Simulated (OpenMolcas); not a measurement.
# Ag²⁺ among point charges: CASSCF and CASPT2 levels and susceptibility

How does a field of 6 point charges split the states of Ag²⁺, and what χT follows?

The numbers are computed with OpenMolcas 26.06 (state-averaged CASSCF and CASPT2, spin-orbit coupling by RASSI with atomic mean-field integrals), except any that are marked as measured or tabulated.

**1. The system**

* Species: Ag²⁺ (silver, Z = 47, 45 electrons)
* Basis: ANO-RCC-VDZP [6s5p3d1f], 43 functions
* Scalar Hamiltonian: DKH2, point nucleus
* Inactive shells: 1s 2s 2p 3s 3p 3d 4s 4p
* Active space: 9 electrons in 5 orbitals (4d)
* Some configurations of this space: 4d9
* Orbitals: optimised for each spin and parity, averaged over all roots

Outer shells as boxes (Hund's rule):

4d9
```
4d [↑↓][↑↓][↑↓][↑↓][↑ ]
```

The ion sits among 6 point charges of -1 e arranged as a trigonal prism (D3h), 1.95 Å from the ion, with a polar angle of 52.0° against the regular 49.1°.

The work runs as a chain of OpenMolcas steps in one folder; each step below is one input file. Labels, J, g values, rates, χT and fits are worked out afterwards by a script from the matrices that RASSI stores.

**2. GATEWAY and SEWARD: basis and integrals**

The input, a.inp:

```
&GATEWAY
Coord
1

Ag 0.0 0.0 0.0
Basis=ANO-RCC-VDZP
Group=NoSym
NoMove
AngMom=0.0 0.0 0.0
AMFI
XField
6 Angstrom 0
1.537584 0.000000 1.199306 -1.000000
-0.768792 1.331587 1.199306 -1.000000
-0.768792 -1.331587 1.199306 -1.000000
1.537584 0.000000 -1.199306 -1.000000
-0.768792 1.331587 -1.199306 -1.000000
-0.768792 -1.331587 -1.199306 -1.000000
&SEWARD
```

On the command line:

```bash
> OMP_NUM_THREADS=1 MOLCAS_MEM=1689 MOLCAS_PROJECT=a pymolcas a.inp > a.log
```

**3. CASSCF: doublets, 5 roots**

The input, a.inp:

```
&RASSCF
FileOrb=start.orb
Symmetry=1
Spin=2
nActEl=9 0 0
Inactive=18
Ras2=5
CIRoot=5 5 1
SDav=5
CIMx=300
Iter=120 100
PrWF=0.3
OrbListing=Nothing
MaxOrb=0
>>> COPY $Project.JobIph JOB001
```

start.orb holds the contracted functions of the basis, ordered by shell, or the orbitals of the step before.

**4. RASSI: spin-orbit coupling between the states**

The input, a.inp:

```
&RASSI
NrOfJobIphs=1 5
1 2 3 4 5
IphNames
JOB001
EJob
SpinOrbit
DIPRint=1.0
SOCoupling=1000.0
Subsets=2
Property=9
'ANGMOM' 1 'ANGMOM' 2 'ANGMOM' 3 'MLTPL  1' 1 'MLTPL  1' 2 'MLTPL  1' 3
'AMFI' 1 'AMFI' 2 'AMFI' 3
SOProperty=3
'ANGMOM' 1 'ANGMOM' 2 'ANGMOM' 3
```

**5. CASPT2: IPEA 0.25, imaginary shift 0.1 (closed shells correlated: 4s 4p)**

The input, a.inp:

```
>>> COPY JOB001 $Project.JobIph
&CASPT2
Multistate=5 1 2 3 4 5
NoMult
Frozen=14
IPEA=0.25
Imaginary=0.1
MaxIter=60
WThr=0.0 0.3 0.05
PrWF=0.5
NoMix
```

(Steps that only read results are left out.)

Q: Predict the outcome of this session. Wanted: spin-free ground state; first state of the same spin within the active space; lowest level; next level.

The runs gave:

```
                                            quantity                                                                        value
                                              method  SS-CASPT2, IPEA 0.25, imaginary shift 0.1 (closed shells correlated: 4s 4p)
                              spin-free ground state                                               2E, 2-fold in its orbital part
first state of the same spin within the active space                                                             2A1 at 3030 cm⁻¹
                                        lowest level                                            2-fold E3/2, g = 0.00, 0.00, 3.87
                                          next level                                                                   930.7 cm⁻¹
                                         χT at 300 K                                                               0.82 cm³ K/mol
                           effective moment at 300 K                                                                      2.57 μB
```

Cost by method:

| method | time of its own steps | time with the reference |
| --- | --- | --- |
| A. CASSCF | 2 s | 2 s |
| B. SS-CASPT2, IPEA 0.25, imaginary shift 0.1, +4s 4p | 0.72 s | 2.7 s |

Times are of one thread on a shared host.

The spin-free ground state (2E) comes to 100 % from free-ion D terms and keeps the highest spin of the shell. χT at 300 K is 0.82, against 0.38 cm³ K/mol for the spin alone, so orbital moment adds to it. CASPT2 does not keep the components of a term degenerate, and the means are used. The field of point charges can differ much from that of real complexes. Point charges carry no covalency, so the field is a model and not that of real ligands.
